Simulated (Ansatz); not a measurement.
Write the native input for Ansatz 0.2.0 that does the following.

* Task: relaxation of cell and atoms
* Functional: PBE
* Potentials or basis: Ansatz PAW
* Cutoff: 420 eV (not typed: the program's choice for these potentials)
* k mesh: 4 × 4 × 3
* Occupations: fermi-dirac, width 0.05 eV
* Spin: collinear spin, ferromagnetic start
* Starting moments: [0.0, 0.0, 3.0, 3.0, 0.0, 0.0, 0.0, 0.0, 0.0] μB

Crystal: CsLiCr2Te2S3.

```
Cs Li Cr Te S
1.0
     3.42162   -5.18069    0.00784
     3.42162    5.18069    0.00784
    -2.90411    0.00000    7.43093
Cs Li Cr Te S
1 1 2 2 3
Cartesian
  0.6167 0.0000 0.0649
  2.4219 0.0000 4.1212
  0.1728 2.1297 4.1498
  0.1728 -2.1297 4.1498
  4.0786 1.5993 2.1688
  4.0786 -1.5993 2.1688
  2.0049 -2.1476 5.4598
  2.0049 2.1476 5.4598
  0.0600 0.0000 3.5978
```

The cell was built by a generator and needn't be a form met in nature.

The input as run:

input.yaml

```yaml
crystal:
  lattice:
    - [3.42162, -5.18069, 0.00784]
    - [3.42162, 5.18069, 0.00784]
    - [-2.90411, 0.0, 7.43093]
  atoms:
    - { symbol: Cs, position: [0.09374, 0.09374, 0.00853] }
    - { symbol: Li, position: [0.58875, 0.58875, 0.55336] }
    - { symbol: Cr, position: [0.05646, 0.46755, 0.5579], spin: 3.0 }
    - { symbol: Cr, position: [0.46755, 0.05646, 0.5579], spin: 3.0 }
    - { symbol: Te, position: [0.56486, 0.87357, 0.29035] }
    - { symbol: Te, position: [0.87357, 0.56486, 0.29035] }
    - { symbol: S, position: [0.81151, 0.39697, 0.73347] }
    - { symbol: S, position: [0.39697, 0.81151, 0.73347] }
    - { symbol: S, position: [0.21404, 0.21404, 0.48371] }
hamiltonian:
  xc: pbe
  pseudopotentials: { kind: paw }
magnetization:
  spin_polarized: true
kpoints:
  mp_grid: { grid: [4, 4, 3] }
scf:
  occupations: { method: fermi_dirac, width: 0.05 }
output:
  forces: true
  stress: true
  eigenvalues: true
relax:
  f_tol: 0.01
  max_steps: 40
  cell: { stress_tol: 0.05 }
```

Potentials or basis: Ansatz PAW.

The run is started by

```console
$ ansatz run input.yaml --threads 8 --pin off --max-ram 20480MiB --backend cpu --events-out ev --progress --plain --runs-dir out
```

It gave:

The relaxed volume is 29.27 Å³/atom, the relaxed cell is a = 6.204 Å, b = 6.204 Å, c = 7.993 Å, α = 101.57°, β = 101.57°, γ = 113.16° and the space group after relaxing (to 0.05 Å) is Cm (No. 8). The energy gained by relaxing is 0.1 meV/atom. The ionic steps are 7. The pressure after relaxing is 0.0 GPa and the largest force after relaxing is 0.006 eV/Å. The band gap on the k mesh is none (metal or under the smearing width) and the net moment is 4.01 μB per cell. The absolute moment is 5.78 μB per cell and the site moments are Cs -0.00; Li +0.00; Cr +2.03; Te -0.14; S -0.06 μB.

Caveat: the plane-wave basis is chosen anew once the cell has moved, so the energies of steps on either side of that aren't comparable; only a ferromagnetic start was run, and an antiferromagnetic order may lie lower in energy.

Run time: 68 s on 8 threads of Arm Neoverse V1, with other jobs on the host, peak memory 1.3 GiB.
